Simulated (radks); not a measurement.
**Pd⁴⁺ in [Ar] 3d10 4s1 4p6 4d6 5s1: an all-electron calculation**

One table from this session's results is given with a row withheld; the runs are named, their logs left out.

Method: Dirac Kohn-Sham, HCTH/407, spin-unpolarised, spherical densities, point nucleus; open shells fill j = l - 1/2 first. Code: radks (a radial shooting solver on a logarithmic mesh, Libxc functionals) version 1.

## What is computed

```
element       : palladium (Z = 46)
charge        : +4
electrons     : 42
configuration : [Ar] 3d10 4s1 4p6 4d6 5s1
```

The first run:

The run's settings:

```text
Z 46
configuration [Ar] 3d10 4s1 4p6 4d6 5s1
relativity Dirac
functional hcth_407
spin unpolarised
j_filling energy
nucleus point
c 137.035999084
```

Among the steps run: Self-consistent calculation.

One of the session's tables, all rows but one given; the rest of the session is left out.

It belongs to the step «Radial structure». Radial moments (bohr):

| level | <r> | outermost maximum (interpolated) | 90 % within | nodes |
| --- | --- | --- | --- | --- |
| 1s1/2 | 0.03187 | 0.0207 | 0.0572 | 0 |
| 2s1/2 | 0.1380 | 0.117 | 0.214 | 1 |
| 2p1/2 | 0.1171 | 0.0905 | 0.192 | 0 |
| 2p3/2 | 0.1221 | 0.0947 | 0.198 | 0 |
| 3s1/2 | 0.3785 | 0.342 | 0.558 | 2 |
| 3p1/2 | 0.3704 | 0.328 | 0.558 | 1 |
| 3p3/2 | 0.3811 | 0.338 | 0.574 | 1 |
| 3d3/2 | 0.3541 | 0.280 | 0.561 | 0 |
| 3d5/2 | 0.3576 | 0.283 | 0.566 | 0 |
| 4s1/2 | 0.9224 | 0.843 | 1.33 | 3 |
| 4p1/2 | ? | ? | ? | ? |
| 4p3/2 | 1.004 | 0.902 | 1.47 | 2 |
| 4d3/2 | 1.192 | 1.01 | 1.81 | 1 |
| 4d5/2 | 1.202 | 1.02 | 1.82 | 1 |
| 5s1/2 | 2.186 | 2.00 | 3.12 | 4 |

**Question.** Estimate the row for 4p1/2.

As computed: <r>: 0.9785; outermost maximum (interpolated): 0.879; 90 % within: 1.43; nodes: 2. In the column «<r>» it lies between 4s1/2 (0.9224) and 4p3/2 (1.004).
